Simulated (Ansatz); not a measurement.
Working through an atomisation energy of CH4FSn, SMILES [CH3][SnH][F]

With Ansatz 0.2.0 through its Python package.

Typed at the interpreter:
```pycon
>>> from collections import Counter
>>> import ansatz as az
>>> from ase import Atoms
>>> BASIS = "def2-TZVP"
>>> XC = "r2scan0"
>>> def energy(molecule, charge=0, unpaired=0):
...     calc = molecule.calculation().basis(gaussian=BASIS).functional(XC)
...     if charge:
...         calc = calc.charge(charge)
...     if unpaired:
...         calc = calc.spin("collinear", total=unpaired)
...     report = calc.run(threads=1, backend="cpu").report
...     if report["published_state_doubts"]:
...         print("  doubts:", report["published_state_doubts"])
...     return report["free_energy_ev"]
...
>>> atoms = Atoms(["C", "Sn", "F", "H", "H", "H", "H"], positions=[
...     (-0.5729, 0.5128, -0.4842),
...     (0.5309, -0.4081, 1.0301),
...     (2.3892, -0.2739, 0.5751),
...     (-0.2556, 1.6367, -0.5657),
...     (-1.6976, 0.4759, -0.2635),
...     (-0.4325, 0.0775, -1.4715),
...     (0.0998, -2.0888, 1.134),
... ])
>>> geometry = az.Crystal.molecule_from_ase(atoms)
>>> unpaired = {"C": 2, "Sn": 2, "F": 1, "H": 1}
>>> counts = Counter(site.symbol for site in geometry.cartesian_sites)
>>> atom_energy = {s: energy(az.Crystal.molecule().atom(s, (0, 0, 0)), 0, unpaired[s]) for s in counts}

>>> whole = energy(geometry, 0, 1)
>>> for s, e in atom_energy.items():
...     print(f"{s:2s} x{counts[s]}  {e:14.5f} eV")
...
C  x1     -1029.51733 eV
Sn x1     -5831.54503 eV
F  x1     -2713.54478 eV
H  x4       -13.60215 eV
>>> print(f"CH4FSn: {whole:.5f} eV")
CH4FSn: -9651.12053 eV
>>> split = sum(counts[s] * e for s, e in atom_energy.items()) - whole
>>> print(f"atomisation energy (no zero-point term): {23.060548 * split:.1f} kcal/mol, {split / sum(counts.values()):.3f} eV an atom")
atomisation energy (no zero-point term): 509.7 kcal/mol, 3.158 eV an atom
```

509.7 kcal/mol from the electronic energies, without the zero-point term.

Total energies depend on the basis set; only differences at equal settings carry meaning. The geometry is a force-field or estimated start, not a minimum of this method, and the basis set is short of its limit. All parts are taken at fixed geometry, without zero-point energy. def2 sets replace the cores of elements past krypton by effective core potentials. The species is open-shell (spin multiplicity 2). The spin-orbit lowering of heavy atoms is left out. Wall time of the script: 13 s on 1 thread of Arm Neoverse V2, with other jobs on the host, peak memory 0.42 GiB.

(Lines on the test bed's own set-up are left out of the output.)
